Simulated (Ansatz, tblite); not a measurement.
# Ge19H28 ring rod (Ge₁₈NH₂₈): charged states by level of theory

What does removing or adding an electron cost or gain for Ge19H28 ring rod (Ge₁₈NH₂₈)? Each charged state is run at several levels.

Program: Ansatz 0.2.0, Gaussian basis. Level of theory: as each input shows. These are calculated values, not measurements.

The runs, in order: charge +1 singlet, at the geometry of the doublet (PBE0-D4/def2-TZVP, PBE-D4/def2-TZVP, BLYP-D4/def2-TZVP); charge -1 singlet, at the geometry of the doublet (PBE0-D4/def2-TZVP, PBE-D4/def2-TZVP, BLYP-D4/def2-TZVP); the starting doublet's energies come from earlier runs.

1 further run of the same task is left out (set aside as unsound or not needed). Runs told in other sessions of the task aren't counted.

## Step 1: The geometry

The doublet was relaxed beforehand with r2SCAN-D4/def2-SVP.

47 atoms, charge 0, spin multiplicity 2.

Atoms are counted from 1 here; the program's logs count them from 0.

Bond lengths: Ge1–Ge11 2.425 Å, Ge1–Ge12 2.425 Å, Ge1–H20 1.543 Å, Ge1–H21 1.541 Å, Ge2–Ge11 2.436 Å, Ge2–Ge14 2.424 Å, Ge2–H22 1.548 Å, Ge2–H23 1.543 Å, Ge3–Ge11 2.427 Å, Ge3–Ge15 2.430 Å, Ge3–H24 1.542 Å, Ge3–H25 1.542 Å, Ge4–Ge12 2.425 Å, Ge4–Ge15 2.433 Å, Ge4–Ge16 2.435 Å, Ge4–H26 1.546 Å, Ge5–Ge14 2.427 Å, Ge5–Ge15 2.435 Å and more. Angles: Ge11–Ge1–Ge12 107.4°, Ge11–Ge1–H20 110.2°, Ge11–Ge1–H21 111.4°, Ge12–Ge1–H20 111.2°, Ge12–Ge1–H21 108.5°, H20–Ge1–H21 108.1°, Ge11–Ge2–Ge14 115.9°, Ge11–Ge2–H22 106.8°, Ge11–Ge2–H23 110.0°, Ge14–Ge2–H22 108.2°, Ge14–Ge2–H23 109.4°, H22–Ge2–H23 106.0°, Ge11–Ge3–Ge15 109.7°, Ge11–Ge3–H24 109.2°, Ge11–Ge3–H25 109.8°, Ge15–Ge3–H24 110.4°, Ge15–Ge3–H25 109.7°, H24–Ge3–H25 108.0° and more.

## Step 2: Charge +1 singlet at the fixed geometry, PBE0-D4/def2-TZVP

File in.yaml:

```yaml
crystal:
  periodic: [false, false, false]
  atoms:
    - {symbol: Ge, position_ang: [-3.427269, -0.424302, -2.391743]}
    - {symbol: Ge, position_ang: [-0.655126, -0.254940, -5.145656]}
    - {symbol: Ge, position_ang: [-0.670957, -3.280806, -2.449343]}
    - {symbol: Ge, position_ang: [-0.627728, -0.521908, 0.459791]}
    - {symbol: Ge, position_ang: [2.382436, -0.797380, -2.256724]}
    - {symbol: Ge, position_ang: [-0.664199, -0.827529, 5.780195]}
    - {symbol: Ge, position_ang: [2.278159, -0.480091, 3.123731]}
    - {symbol: N, position_ang: [-0.739404, 1.767474, -2.068081]}
    - {symbol: Ge, position_ang: [1.958367, 2.290833, 0.139033]}
    - {symbol: Ge, position_ang: [-0.606268, 2.247477, 3.267120]}
    - {symbol: Ge, position_ang: [-2.006634, -1.781619, -3.813511]}
    - {symbol: Ge, position_ang: [-1.977920, 0.899435, -0.968278]}
    - {symbol: Ge, position_ang: [-2.027441, 0.744378, 4.532962]}
    - {symbol: Ge, position_ang: [1.497047, 0.346459, -4.205699]}
    - {symbol: Ge, position_ang: [0.722468, -1.989700, -0.933394]}
    - {symbol: Ge, position_ang: [0.805312, 0.925129, 1.793834]}
    - {symbol: Ge, position_ang: [3.587555, 0.885947, -0.981771]}
    - {symbol: Ge, position_ang: [0.879305, -2.035788, 4.351446]}
    - {symbol: Ge, position_ang: [0.328986, 3.163568, -1.442695]}
    - {symbol: H, position_ang: [-4.337636, 0.476268, -3.251900]}
    - {symbol: H, position_ang: [-4.325817, -1.299452, -1.496796]}
    - {symbol: H, position_ang: [-1.485031, 1.039534, -5.321274]}
    - {symbol: H, position_ang: [-0.453940, -0.827333, -6.564683]}
    - {symbol: H, position_ang: [-1.608298, -4.213267, -1.655006]}
    - {symbol: H, position_ang: [0.218951, -4.158145, -3.353529]}
    - {symbol: H, position_ang: [-1.536537, -1.387392, 1.361826]}
    - {symbol: H, position_ang: [3.407213, -1.849505, -2.751084]}
    - {symbol: H, position_ang: [-1.561651, -1.816066, 6.550807]}
    - {symbol: H, position_ang: [0.155656, -0.036364, 6.818827]}
    - {symbol: H, position_ang: [3.254823, -1.240598, 2.205756]}
    - {symbol: H, position_ang: [3.107649, 0.374369, 4.102416]}
    - {symbol: H, position_ang: [-1.141693, 2.012693, -2.975913]}
    - {symbol: H, position_ang: [2.647815, 3.489786, 0.828748]}
    - {symbol: H, position_ang: [-1.448862, 3.237625, 2.438922]}
    - {symbol: H, position_ang: [0.274812, 3.065920, 4.232033]}
    - {symbol: H, position_ang: [-2.890627, -2.609264, -4.774778]}
    - {symbol: H, position_ang: [-2.772222, 1.928586, -0.117023]}
    - {symbol: H, position_ang: [-2.934922, -0.023034, 3.553356]}
    - {symbol: H, position_ang: [-2.937027, 1.529663, 5.498824]}
    - {symbol: H, position_ang: [2.573717, 0.276662, -5.325962]}
    - {symbol: H, position_ang: [1.490365, -2.958707, -0.002224]}
    - {symbol: H, position_ang: [4.520899, 0.240916, 0.062412]}
    - {symbol: H, position_ang: [4.454778, 1.727435, -1.940914]}
    - {symbol: H, position_ang: [0.087414, -2.882987, 3.337702]}
    - {symbol: H, position_ang: [1.734564, -2.997180, 5.200398]}
    - {symbol: H, position_ang: [-0.534260, 4.256288, -0.762012]}
    - {symbol: H, position_ang: [1.003188, 3.766894, -2.690129]}
basis:
  gaussian: {orbitals: def2-TZVP, fitting: {mean_field: def2-universal-jkfit}}
total_charge: 1
hamiltonian: {xc: pbe0, dispersion: d4}
scf: {omitted_lower_state_checks: [starts]}
output: {orbitals: {seedname: orbitals}}
```

Command:

```console
$ ansatz run in.yaml --threads 11 --pin off --events-out ev --progress --plain --max-ram 174080MiB --backend cuda --devices 0, --max-vram 75GiB
```

Output:

```text
Functional definition: PBE0
  name "PBE0"
  cite "Adamo & Barone, J. Chem. Phys. 110, 6158 (1999) doi:10.1063/1.478522"
  cite "Perdew, Burke & Ernzerhof, Phys. Rev. Lett. 77, 3865 (1996) doi:10.1103/PhysRevLett.77.3865"
  parent pbe
  parameter a = 0.25
  parameter kappa = 0.804
  parameter beta = 0.06672455060314922
  exchange = (1 - a)*pbe_x(kappa = kappa, mu = beta*pi^2/3) + a*exact_x
  correlation = pbe_c(beta = beta)
these checks for a lower state are left out or cut short: starts
5369 factors; integrals over basis functions are off by at most 6.1e-1 eV
mean field evaluation 1: about -1019136.0784 eV, gradient 8.8e1 eV
mean field evaluation 2: about -1019075.5267 eV, gradient 1.5e2 eV
mean field evaluation 4: about -1019147.0525 eV, gradient 1.6e1 eV
mean field evaluation 8: about -1019147.7981 eV, gradient 7.2e-1 eV
mean field evaluation 16: about -1019147.7586 eV, gradient 3.0e-3 eV
mean field -1019147.75858576 eV, -37452.9893248647 hartree, gradient 3.9e-5 eV, S^2 0.000000; 0 other end points of the search recorded, 0 dependent functions left out
reference -1019147.75866957 eV, -37452.9893279447 hartree; 305, 305 occupied and 758, 758 virtual orbitals, 5369 factors
Total energy: -1019150.39005069 eV, -37453.0860294172 hartree
Checks for a lower state left out: starts
```

Wall time 22 s (1 × H100 with 11 threads of AMD EPYC 7R13, shared host); peak host memory 1.6 GiB.

From the report: HOMO -9.46 eV, LUMO -7.98 eV.

## Step 3: Charge +1 singlet at the fixed geometry, PBE-D4/def2-TZVP

start.molden holds the orbitals of an earlier run on this state, given as this run's starting guess.

in.yaml: that of step 2 with these lines changed.

```diff
@@ -51,5 +51,5 @@
 basis:
-  gaussian: {orbitals: def2-TZVP, fitting: {mean_field: def2-universal-jkfit}}
+  gaussian: {orbitals: def2-TZVP, fitting: {mean_field: def2-universal-jkfit}, initial_orbitals: start.molden}
 total_charge: 1
-hamiltonian: {xc: pbe0, dispersion: d4}
+hamiltonian: {xc: pbe, dispersion: d4}
 scf: {omitted_lower_state_checks: [starts]}
```

The command is unchanged.

Output:

```text
Functional definition: PBE
  name "PBE"
  cite "Perdew, Burke & Ernzerhof, Phys. Rev. Lett. 77, 3865 (1996) doi:10.1103/PhysRevLett.77.3865"
  parent pbe
  parameter kappa = 0.804
  parameter beta = 0.06672455060314922
  exchange = pbe_x(kappa = kappa, mu = beta*pi^2/3)
  correlation = pbe_c(beta = beta)
these checks for a lower state are left out or cut short: starts
5369 factors; integrals over basis functions are off by at most 6.1e-1 eV
mean field evaluation 1: about -1019119.3929 eV, gradient 3.4e1 eV
mean field evaluation 2: about -1019120.4071 eV, gradient 1.2e0 eV
mean field evaluation 4: about -1019120.4381 eV, gradient 5.9e-2 eV
mean field evaluation 8: about -1019120.3841 eV, gradient 3.8e-5 eV
mean field -1019120.38408161 eV, -37451.9833303922 hartree, gradient 4.0e-5 eV, S^2 0.000000; 0 other end points of the search recorded, 0 dependent functions left out
reference -1019120.38419415 eV, -37451.9833345282 hartree; 305, 305 occupied and 758, 758 virtual orbitals, 5369 factors
Total energy: -1019123.27105875 eV, -37452.0894248452 hartree
Checks for a lower state left out: starts
```

Run time: 16 s. Hardware: 1 × H100 with 11 threads of AMD EPYC 7R13, shared host; peak host memory 1.6 GiB.

From the report: HOMO -8.63 eV, LUMO -8.30 eV.

## Step 4: Charge +1 singlet at the fixed geometry, BLYP-D4/def2-TZVP

in.yaml: that of step 3 with these lines changed.

```diff
@@ -53,3 +53,3 @@
 total_charge: 1
-hamiltonian: {xc: pbe, dispersion: d4}
+hamiltonian: {xc: {name: BLYP}, dispersion: d4}
 scf: {omitted_lower_state_checks: [starts]}
```

The command is unchanged.

Output:

```text
Functional definition: BLYP
  name "BLYP"
  cite "Becke, Phys. Rev. A 38, 3098 (1988) doi:10.1103/PhysRevA.38.3098"
  cite "Lee, Yang & Parr, Phys. Rev. B 37, 785 (1988) doi:10.1103/PhysRevB.37.785"
  parameter beta = 0.0042
  parameter a = 0.04918
  parameter b = 0.132
  parameter c = 0.2533
  parameter d = 0.349
  exchange = b88_x(beta = beta)
  correlation = lyp_c(a = a, b = b, c = c, d = d)
these checks for a lower state are left out or cut short: starts
5369 factors; integrals over basis functions are off by at most 6.1e-1 eV
mean field evaluation 1: about -1019299.0912 eV, gradient 4.0e1 eV
mean field evaluation 2: about -1019300.8494 eV, gradient 1.9e0 eV
mean field evaluation 4: about -1019300.8919 eV, gradient 4.9e-2 eV
mean field evaluation 8: about -1019300.8347 eV, gradient 3.2e-5 eV
mean field -1019300.83466630 eV, -37458.6147670660 hartree, gradient 3.4e-5 eV, S^2 0.000000; 0 other end points of the search recorded, 0 dependent functions left out
reference -1019300.83561303 eV, -37458.6148018577 hartree; 305, 305 occupied and 758, 758 virtual orbitals, 5369 factors
Total energy: -1019306.53323235 eV, -37458.8241855057 hartree
Checks for a lower state left out: starts
```

Run time: 19 s. Hardware: 1 × H100 with 11 threads of AMD EPYC 7R13, shared host; peak host memory 1.6 GiB.

From the report: HOMO -8.48 eV, LUMO -8.17 eV.

## Step 5: Vertical ionisation energy

Charged state less starting state, doublet to singlet; the starting state's energies are those of its earlier runs.

```csv
level,vertical ionisation energy (eV),time
PBE-D4/def2-TZVP,+6.70,33 s
BLYP-D4/def2-TZVP,+6.58,37 s
PBE0-D4/def2-TZVP,+6.99,43 s
```

Times add the two runs; a level without a time comes out of a correlated run.

Beside −ε(HOMO) of the starting state (over both spins):

```csv
level,−ε(HOMO) (eV),by difference (eV),mismatch (eV)
PBE-D4/def2-TZVP,4.76,6.70,-1.95
BLYP-D4/def2-TZVP,4.53,6.58,-2.05
PBE0-D4/def2-TZVP,5.74,6.99,-1.25
```

## Step 6: Charge -1 singlet at the fixed geometry, PBE0-D4/def2-TZVP

in.yaml: that of step 4 with these lines changed.

```diff
@@ -51,5 +51,5 @@
 basis:
-  gaussian: {orbitals: def2-TZVP, fitting: {mean_field: def2-universal-jkfit}, initial_orbitals: start.molden}
-total_charge: 1
-hamiltonian: {xc: {name: BLYP}, dispersion: d4}
+  gaussian: {orbitals: def2-TZVP, fitting: {mean_field: def2-universal-jkfit}}
+total_charge: -1
+hamiltonian: {xc: pbe0, dispersion: d4}
 scf: {omitted_lower_state_checks: [starts]}
```

Same command.

Output (excerpt; [...] marks lines left out):

```text
Functional definition: PBE0
  name "PBE0"
  cite "Adamo & Barone, J. Chem. Phys. 110, 6158 (1999) doi:10.1063/1.478522"
  cite "Perdew, Burke & Ernzerhof, Phys. Rev. Lett. 77, 3865 (1996) doi:10.1103/PhysRevLett.77.3865"
  parent pbe
[...]
5369 factors; integrals over basis functions are off by at most 6.1e-1 eV
[...]
mean field -1019156.46237688 eV, -37453.3091832887 hartree, gradient 1.6e-5 eV, S^2 0.000000; 0 other end points of the search recorded, 0 dependent functions left out
reference -1019156.46245575 eV, -37453.3091861872 hartree; 306, 306 occupied and 757, 757 virtual orbitals, 5369 factors
Total energy: -1019159.20907723 eV, -37453.4101226647 hartree
Checks for a lower state left out: starts
```

It took 18 s on 1 × H100 with 11 threads of AMD EPYC 7R13, shared host; peak host memory 1.6 GiB.

Report: HOMO -0.67 eV, LUMO 1.30 eV.

## Step 7: Charge -1 singlet at the fixed geometry, PBE-D4/def2-TZVP

in.yaml: that of step 6 with these lines changed.

```diff
@@ -51,5 +51,5 @@
 basis:
-  gaussian: {orbitals: def2-TZVP, fitting: {mean_field: def2-universal-jkfit}}
+  gaussian: {orbitals: def2-TZVP, fitting: {mean_field: def2-universal-jkfit}, initial_orbitals: start.molden}
 total_charge: -1
-hamiltonian: {xc: pbe0, dispersion: d4}
+hamiltonian: {xc: pbe, dispersion: d4}
 scf: {omitted_lower_state_checks: [starts]}
```

The command is unchanged.

Output:

```text
Functional definition: PBE
  name "PBE"
  cite "Perdew, Burke & Ernzerhof, Phys. Rev. Lett. 77, 3865 (1996) doi:10.1103/PhysRevLett.77.3865"
  parent pbe
  parameter kappa = 0.804
  parameter beta = 0.06672455060314922
  exchange = pbe_x(kappa = kappa, mu = beta*pi^2/3)
  correlation = pbe_c(beta = beta)
these checks for a lower state are left out or cut short: starts
5369 factors; integrals over basis functions are off by at most 6.1e-1 eV
mean field evaluation 1: about -1019127.9315 eV, gradient 3.4e1 eV
mean field evaluation 2: about -1019128.9181 eV, gradient 1.2e0 eV
mean field evaluation 4: about -1019128.8790 eV, gradient 1.5e-1 eV
mean field evaluation 8: about -1019128.8791 eV, gradient 2.1e-5 eV
mean field -1019128.87910220 eV, -37452.2955166409 hartree, gradient 2.1e-5 eV, S^2 0.000000; 0 other end points of the search recorded, 0 dependent functions left out
reference -1019128.87920312 eV, -37452.2955203496 hartree; 306, 306 occupied and 757, 757 virtual orbitals, 5369 factors
Total energy: -1019131.89364262 eV, -37452.4062989580 hartree
Checks for a lower state left out: starts
```

Wall time 12 s (1 × H100 with 11 threads of AMD EPYC 7R13, shared host); peak host memory 1.6 GiB.

From the report: HOMO -0.05 eV, LUMO 0.60 eV.

## Step 8: Charge -1 singlet at the fixed geometry, BLYP-D4/def2-TZVP

in.yaml: that of step 7 with these lines changed.

```diff
@@ -53,3 +53,3 @@
 total_charge: -1
-hamiltonian: {xc: pbe, dispersion: d4}
+hamiltonian: {xc: {name: BLYP}, dispersion: d4}
 scf: {omitted_lower_state_checks: [starts]}
```

The command is unchanged.

Output:

```text
Functional definition: BLYP
  name "BLYP"
  cite "Becke, Phys. Rev. A 38, 3098 (1988) doi:10.1103/PhysRevA.38.3098"
  cite "Lee, Yang & Parr, Phys. Rev. B 37, 785 (1988) doi:10.1103/PhysRevB.37.785"
  parameter beta = 0.0042
  parameter a = 0.04918
  parameter b = 0.132
  parameter c = 0.2533
  parameter d = 0.349
  exchange = b88_x(beta = beta)
  correlation = lyp_c(a = a, b = b, c = c, d = d)
these checks for a lower state are left out or cut short: starts
5369 factors; integrals over basis functions are off by at most 6.1e-1 eV
mean field evaluation 1: about -1019307.3166 eV, gradient 4.0e1 eV
mean field evaluation 2: about -1019309.0664 eV, gradient 1.7e0 eV
mean field evaluation 4: about -1019309.0378 eV, gradient 1.7e-1 eV
mean field evaluation 8: about -1019309.0380 eV, gradient 1.4e-5 eV
mean field -1019309.03797131 eV, -37458.9162329645 hartree, gradient 1.4e-5 eV, S^2 0.000000; 0 other end points of the search recorded, 0 dependent functions left out
reference -1019309.03882095 eV, -37458.9162641882 hartree; 306, 306 occupied and 757, 757 virtual orbitals, 5369 factors
Total energy: -1019314.98612708 eV, -37459.1348236574 hartree
Checks for a lower state left out: starts
```

Wall time 12 s (1 × H100 with 11 threads of AMD EPYC 7R13, shared host); peak host memory 1.6 GiB.

Report: HOMO 0.12 eV, LUMO 0.72 eV. Doubts: highest occupied level lies above zero.

## Step 9: Vertical electron affinity

Starting state less charged state (positive: the electron is bound), doublet to singlet; the starting state's energies are those of its earlier runs.

```csv
level,vertical electron affinity (eV),time
PBE-D4/def2-TZVP,+1.92,29 s
BLYP-D4/def2-TZVP,+1.87,30 s
PBE0-D4/def2-TZVP,+1.83,39 s
```

Times add the two runs; a level without a time comes out of a correlated run.

Beside −ε(LUMO) of the starting state (over both spins):

```csv
level,−ε(LUMO) (eV),by difference (eV),mismatch (eV)
PBE-D4/def2-TZVP,3.68,1.92,+1.76
BLYP-D4/def2-TZVP,3.65,1.87,+1.78
PBE0-D4/def2-TZVP,2.85,1.83,+1.02
```

## Step 10: Summary of results

| quantity | value |
| --- | --- |
| vertical ionisation energy, functionals in def2-TZVP | 6.58 (BLYP-D4) to 6.99 eV (PBE0-D4) |
| vertical electron affinity, functionals in def2-TZVP | 1.83 (PBE0-D4) to 1.92 eV (PBE-D4) |

In words: The vertical ionisation energy spans 6.58 to 6.99 eV over the functionals. −ε(HOMO) misses the level's own difference by -1.25 eV at best (PBE0-D4) and -2.05 eV at worst (BLYP-D4). The vertical electron affinity spans 1.83 to 1.92 eV over the functionals. −ε(LUMO) misses the level's own difference by +1.02 eV at best (PBE0-D4) and +1.78 eV at worst (BLYP-D4). The charged states' spins were chosen beforehand and needn't be their lowest.

The anion's highest level is positive in at least one run, so there the basis alone may hold the extra electron.
